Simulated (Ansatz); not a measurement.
**CH₆GeS: one species, many methods**

One table from this session's results is given with a row withheld; the runs are named, their logs left out.

Computed with Ansatz 0.2.0, Gaussian basis. Level: functionals in def2-TZVPP, the program's frozen cores in correlated methods.

Plan: LDA (SPW92), PBE-D4, revPBE-D4, BLYP-D4, r2SCAN-D4, B97M-V, PBE0-D4, B3LYP-D4, r2SCANh-D4, r2SCAN0-D4, HSE06-D4, BHLYP-D4, CAM-B3LYP-D4, LC-ωPBE, ωB97X-V, ωB97M-V, B2PLYP, PBE-QIDH; CCSD(T)/def2-SVP; CCSD(T)/def2-TZVPP; MP2/def2-QZVPP; extrapolation to the limit; RPA on PBE.

## Structure used throughout

All runs share one geometry, relaxed beforehand with PBE0-D4 in a triple-zeta def2 set.

SMILES `C[S][GeH3]`, 9 atoms, charge 0, spin multiplicity 1.

Atoms are counted from 1 here; the program's logs count them from 0.

Bond lengths: C1–S2 1.813 Å, C1–H4 1.090 Å, C1–H5 1.090 Å, C1–H6 1.090 Å, S2–Ge3 2.212 Å, Ge3–H7 1.533 Å, Ge3–H8 1.540 Å, Ge3–H9 1.540 Å. Angles: S2–C1–H4 111.3°, S2–C1–H5 106.7°, S2–C1–H6 111.3°, H4–C1–H5 108.7°, H4–C1–H6 109.9°, H5–C1–H6 108.7°, C1–S2–Ge3 99.2°, S2–Ge3–H7 106.6°, S2–Ge3–H8 109.9°, S2–Ge3–H9 109.9°, H7–Ge3–H8 110.8°, H7–Ge3–H9 110.7°, H8–Ge3–H9 108.9°.

The first run:

Input file in.yaml:

```yaml
crystal:
  periodic: [false, false, false]
  atoms:
    - {symbol: C, position_ang: [-0.731374, 1.034642, -0.884754]}
    - {symbol: S, position_ang: [0.995766, 0.493006, -0.775129]}
    - {symbol: Ge, position_ang: [0.793176, -1.010543, 0.834397]}
    - {symbol: H, position_ang: [-1.388404, 0.211200, -1.166278]}
    - {symbol: H, position_ang: [-0.771957, 1.796305, -1.663420]}
    - {symbol: H, position_ang: [-1.069498, 1.475295, 0.053594]}
    - {symbol: H, position_ang: [2.192063, -1.592928, 1.068449]}
    - {symbol: H, position_ang: [-0.191287, -2.112648, 0.401623]}
    - {symbol: H, position_ang: [0.260013, -0.340729, 2.114318]}
basis:
  gaussian: {orbitals: def2-TZVPP}
hamiltonian: {xc: lda}
output: {orbitals: {seedname: orbitals}}
```

Among the steps run: LDA; PBE-D4 (GGA); revPBE-D4 (GGA); BLYP-D4 (GGA); r2SCAN-D4 (meta-GGA); B97M-V (meta-GGA); PBE0-D4 (hybrid); B3LYP-D4 (hybrid); r2SCANh-D4 (hybrid); r2SCAN0-D4 (hybrid); HSE06-D4 (hybrid); BHLYP-D4 (hybrid); CAM-B3LYP-D4 (range-separated); LC-ωPBE-D4 (range-separated; the results give it without D4); ωB97X-V (range-separated); ωB97M-V (range-separated); B2PLYP (double hybrid); PBE-QIDH (double hybrid).

One of the session's tables, all rows but one given; the rest of the session is left out.

It belongs to the step «Orbital energies across the functionals». 

```
  functional  HOMO (eV)  gap (eV)
 LDA (SPW92)      -5.63      4.64
      PBE-D4      -5.56      4.80
   revPBE-D4      -5.52      4.87
     BLYP-D4      -5.41      4.74
   r2SCAN-D4      -5.81      5.36
      B97M-V      -5.94      5.41
     PBE0-D4      -6.77      6.90
    B3LYP-D4      -6.54      6.41
  r2SCANh-D4      -6.26      6.12
  r2SCAN0-D4      -6.93      7.25
    HSE06-D4          ?         ?
    BHLYP-D4      -7.85      8.87
CAM-B3LYP-D4      -8.08      9.21
     LC-ωPBE      -9.47     11.79
     ωB97X-V      -9.12     11.30
     ωB97M-V      -8.96     10.90
```

Q: Estimate the row for HSE06-D4 from the others.

As computed: HOMO (eV): -6.37; gap (eV): 6.13. In the column «HOMO (eV)» it lies between B3LYP-D4 (-6.54) and r2SCANh-D4 (-6.26).
